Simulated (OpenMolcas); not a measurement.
# Rh⁴⁺ among point charges: CASSCF and CASPT2 levels and susceptibility

Aim: the splitting of the states of Rh⁴⁺ in the field of 8 point charges, its lowest levels with spin-orbit coupling and its magnetic susceptibility.

The numbers are computed with OpenMolcas 26.06 (state-averaged CASSCF and CASPT2, spin-orbit coupling by RASSI with atomic mean-field integrals), except any that are marked as measured or tabulated.

### Step 1. Starting point

* Species: Rh⁴⁺ (rhodium, Z = 45, 41 electrons)
* Basis: ANO-RCC-VDZP [6s5p3d1f], 43 functions
* Scalar Hamiltonian: DKH2, point nucleus
* Inactive shells: 1s 2s 2p 3s 3p 3d 4s 4p
* Active space: 5 electrons in 5 orbitals (4d)
* Some configurations of this space: 4d5
* Orbitals: optimised for each spin and parity, averaged over all roots

Outer shells as boxes (Hund's rule):

4d5
```
4d [↑ ][↑ ][↑ ][↑ ][↑ ]
```

The ion sits among 8 point charges of -1.2 e arranged as a cube (Oh), 2.15 Å from the ion.

The work runs as a chain of OpenMolcas steps in one folder; each step below is one input file. Labels, J, g values, rates, χT and fits are worked out afterwards by a script from the matrices that RASSI stores. The input lists half of the charges; inversion (Group=XYZ) makes the rest.

### Step 2. Basis and integrals

File a.inp:

```
&GATEWAY
Coord
1

Rh 0.0 0.0 0.0
Basis=ANO-RCC-VDZP
Group=XYZ
NoMove
AngMom=0.0 0.0 0.0
AMFI
XField
4 Angstrom 0
1.241303 1.241303 1.241303 -1.200000
1.241303 1.241303 -1.241303 -1.200000
1.241303 -1.241303 1.241303 -1.200000
1.241303 -1.241303 -1.241303 -1.200000
&SEWARD
```

### Step 3. Reference wave functions, sextets of even parity, 1 root

File a.inp:

```
&RASSCF
FileOrb=start.orb
Symmetry=1
Spin=6
nActEl=5 0 0
Inactive=9 9
Ras2=5 0
CIRoot=1 1 1
SDav=1
CIMx=300
Iter=120 100
PrWF=0.3
OrbListing=Nothing
MaxOrb=0
>>> COPY $Project.JobIph JOB001
```

start.orb holds the contracted functions of the basis, ordered by shell, or the orbitals of the step before.

### Step 4. Reference wave functions, quartets of even parity, 24 roots

File a.inp:

```
&RASSCF
FileOrb=start.orb
Symmetry=1
Spin=4
nActEl=5 0 0
Inactive=9 9
Ras2=5 0
CIRoot=24 24 1
SDav=24
CIMx=300
Iter=120 100
PrWF=0.3
OrbListing=Nothing
MaxOrb=0
>>> COPY $Project.JobIph JOB002
```

### Step 5. CASSCF: doublets of even parity, 75 roots

File a.inp:

```
&RASSCF
FileOrb=start.orb
Symmetry=1
Spin=2
nActEl=5 0 0
Inactive=9 9
Ras2=5 0
CIRoot=75 75 1
SDav=75
CIMx=300
Iter=120 100
PrWF=0.3
OrbListing=Nothing
MaxOrb=0
>>> COPY $Project.JobIph JOB003
```

### Step 6. RASSI: spin-orbit coupling between the states

File a.inp:

```
&RASSI
NrOfJobIphs=3 1 24 75
1
1 2 3 4 5 6 7 8 9 10 11 12 13 14 15 16 17 18 19 20 21 22 23 24
1 2 3 4 5 6 7 8 9 10 11 12 13 14 15 16 17 18 19 20 21 22 23 24 25 26 27
28 29 30 31 32 33 34 35 36 37 38 39 40 41 42 43 44 45 46 47 48 49 50 51
52 53 54 55 56 57 58 59 60 61 62 63 64 65 66 67 68 69 70 71 72 73 74 75
IphNames
JOB001
JOB002
JOB003
EJob
SpinOrbit
DIPRint=1.0
SOCoupling=1000.0
Subsets=2
Property=9
'ANGMOM' 1 'ANGMOM' 2 'ANGMOM' 3 'MLTPL  1' 1 'MLTPL  1' 2 'MLTPL  1' 3
'AMFI' 1 'AMFI' 2 'AMFI' 3
SOProperty=3
'ANGMOM' 1 'ANGMOM' 2 'ANGMOM' 3
```

### Step 7. CASPT2: IPEA 0.25, imaginary shift 0.1 (closed shells correlated: 4s 4p)

File a.inp:

```
>>> COPY JOB001 $Project.JobIph
&CASPT2
Multistate=1 1
Frozen=8 6
IPEA=0.25
Imaginary=0.1
MaxIter=60
WThr=0.0 0.3 0.05
PrWF=0.5
NoMix
>>> COPY JOB002 $Project.JobIph
&CASPT2
Multistate=24 1 2 3 4 5 6 7 8 9 10 11 12 13 14 15 16 17 18 19 20 21 22
23 24
NoMult
Frozen=8 6
IPEA=0.25
Imaginary=0.1
MaxIter=60
WThr=0.0 0.3 0.05
PrWF=0.5
NoMix
>>> COPY JOB003 $Project.JobIph
&CASPT2
Multistate=75 1 2 3 4 5 6 7 8 9 10 11 12 13 14 15 16 17 18 19 20 21 22
23 24 25 26 27 28 29 30 31 32 33 34 35 36 37 38 39 40 41 42 43 44 45 46
47 48 49 50 51 52 53 54 55 56 57 58 59 60 61 62 63 64 65 66 67 68 69 70
71 72 73 74 75
NoMult
Frozen=8 6
IPEA=0.25
Imaginary=0.1
MaxIter=60
WThr=0.0 0.3 0.05
PrWF=0.5
NoMix
```

(Steps that only read results are left out.)

What does the calculation give? Wanted: spin-free ground state; lowest level; next level.

The runs gave:

```
                 quantity                                                                        value
                   method  SS-CASPT2, IPEA 0.25, imaginary shift 0.1 (closed shells correlated: 4s 4p)
   spin-free ground state                                              6A1, 1-fold in its orbital part
             lowest level                                                                    4-fold Γ8
               next level                                                                     0.1 cm⁻¹
              χT at 300 K                                                               4.36 cm³ K/mol
effective moment at 300 K                                                                      5.91 μB
```

Cost by method:

```csv
method,time of its own steps,time with the reference
A. CASSCF,22 s,22 s
"B. SS-CASPT2, IPEA 0.25, imaginary shift 0.1, +4s 4p",5.4 s,27 s
```

Times are of one thread on a shared host.

What this shows: The spin-free ground state (6A1) comes to 100 % from free-ion S terms and keeps the highest spin of the shell. χT at 300 K is 4.36, against 4.39 cm³ K/mol for the spin alone, as a half-filled shell (L = 0) has no orbital moment. An active space of the d shell alone favours high spin; real ions in strong fields can be low spin. A ligand-field fit to the states below 45000 cm-1 gives 10Dq = -2184 cm-1, B = 800 cm-1 and C = 3878 cm-1 (C/B = 4.85), with a deviation of 772 cm-1. CASPT2 does not keep the components of a term degenerate, and the means are used. The field of point charges can differ much from that of real complexes. With metal d orbitals alone active, the gaps between spin states are rough; where two lie within a few thousand cm-1, their order is open. This is an electrostatic model: the charges have no orbitals.
